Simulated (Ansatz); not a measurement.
**CH6ClFGeSi: small, medium and large basis sets**

The task here is to estimate one member of a computed series from the others.

Method: one geometry, several basis sets; program: Ansatz 0.2.0, Gaussian basis.

The runs, in order: PBE0-D4/def2-SVP; ωB97M-V/def2-SVP; PBE0-D4/def2-QZVPP; ωB97M-V/def2-QZVPP; the functionals' def2-TZVPP values are taken from earlier runs.

## Structure used throughout

An earlier PBE0-D4 in a triple-zeta def2 set relaxation fixed the geometry.

SMILES `C[Si](F)(Cl)[GeH3]`, 11 atoms, charge 0, spin multiplicity 1.

Atoms are counted from 1 here; the program's logs count them from 0.

Bond lengths: C1–Si2 1.850 Å, C1–H6 1.093 Å, C1–H7 1.093 Å, C1–H8 1.092 Å, Si2–F3 1.600 Å, Si2–Cl4 2.056 Å, Si2–Ge5 2.379 Å, Ge5–H9 1.538 Å, Ge5–H10 1.535 Å, Ge5–H11 1.537 Å. Angles: Si2–C1–H6 110.4°, Si2–C1–H7 110.2°, Si2–C1–H8 110.5°, H6–C1–H7 108.7°, H6–C1–H8 108.6°, H7–C1–H8 108.5°, C1–Si2–F3 108.4°, C1–Si2–Cl4 109.0°, C1–Si2–Ge5 115.7°, F3–Si2–Cl4 106.7°, F3–Si2–Ge5 108.4°, Cl4–Si2–Ge5 108.3°, Si2–Ge5–H9 110.5°, Si2–Ge5–H10 110.3°, Si2–Ge5–H11 109.4°, H9–Ge5–H10 109.1°, H9–Ge5–H11 108.5°, H10–Ge5–H11 109.1°.

Coordinates:

```csv
atom,x (Å),y (Å),z (Å)
C1,-0.8009,-1.2605,0.9687
Si2,0.5566,-0.5516,-0.0684
F3,1.9276,-0.6633,0.7492
Cl4,0.7787,-1.7034,-1.7572
Ge5,0.2647,1.7111,-0.7412
H6,-0.9100,-0.6902,1.8945
H7,-0.5777,-2.2998,1.2219
H8,-1.7496,-1.2317,0.4282
H9,0.1493,2.6271,0.4889
H10,1.4529,2.1682,-1.5981
H11,-1.0264,1.8369,-1.5657
```

The first run:

in.yaml reads:

```yaml
crystal:
  periodic: [false, false, false]
  atoms:
    - {symbol: C, position_ang: [-0.800852, -1.260505, 0.968664]}
    - {symbol: Si, position_ang: [0.556586, -0.551568, -0.068398]}
    - {symbol: F, position_ang: [1.927612, -0.663342, 0.749201]}
    - {symbol: Cl, position_ang: [0.778743, -1.703356, -1.757241]}
    - {symbol: Ge, position_ang: [0.264674, 1.711144, -0.741208]}
    - {symbol: H, position_ang: [-0.909964, -0.690192, 1.894492]}
    - {symbol: H, position_ang: [-0.577696, -2.299752, 1.221889]}
    - {symbol: H, position_ang: [-1.749552, -1.231684, 0.428197]}
    - {symbol: H, position_ang: [0.149271, 2.627118, 0.488926]}
    - {symbol: H, position_ang: [1.452909, 2.168163, -1.598141]}
    - {symbol: H, position_ang: [-1.026431, 1.836876, -1.565683]}
basis:
  gaussian: {orbitals: def2-SVP}
hamiltonian: {xc: pbe0, dispersion: d4}
output: {orbitals: {seedname: orbitals}}
```

Command:

```bash
$ ansatz run in.yaml --threads 4 --pin off --events-out ev --progress --plain --max-ram 11315MiB
```

Steps of the session up to this table: PBE0-D4 in def2-SVP; ωB97M-V in def2-SVP; PBE0-D4 in def2-QZVPP; ωB97M-V in def2-QZVPP.

One table of the session follows, with a row left open; its other results are not shown here.

It belongs to the step «Functionals by basis». 

```
functional       basis  HOMO (eV)  LUMO (eV)
   PBE0-D4    def2-SVP      -8.04       0.23
   PBE0-D4  def2-TZVPP          ?          ?
   PBE0-D4  def2-QZVPP      -8.12      -0.08
   ωB97M-V    def2-SVP     -10.06       2.14
   ωB97M-V  def2-TZVPP     -10.15       1.83
   ωB97M-V  def2-QZVPP     -10.16       1.44
```

**Question.** Estimate the row for PBE0-D4, def2-TZVPP.

**Answer.** HOMO (eV): -8.10; LUMO (eV): 0.00. In the column «HOMO (eV)» it lies between PBE0-D4, def2-QZVPP (-8.12) and PBE0-D4, def2-SVP (-8.04).
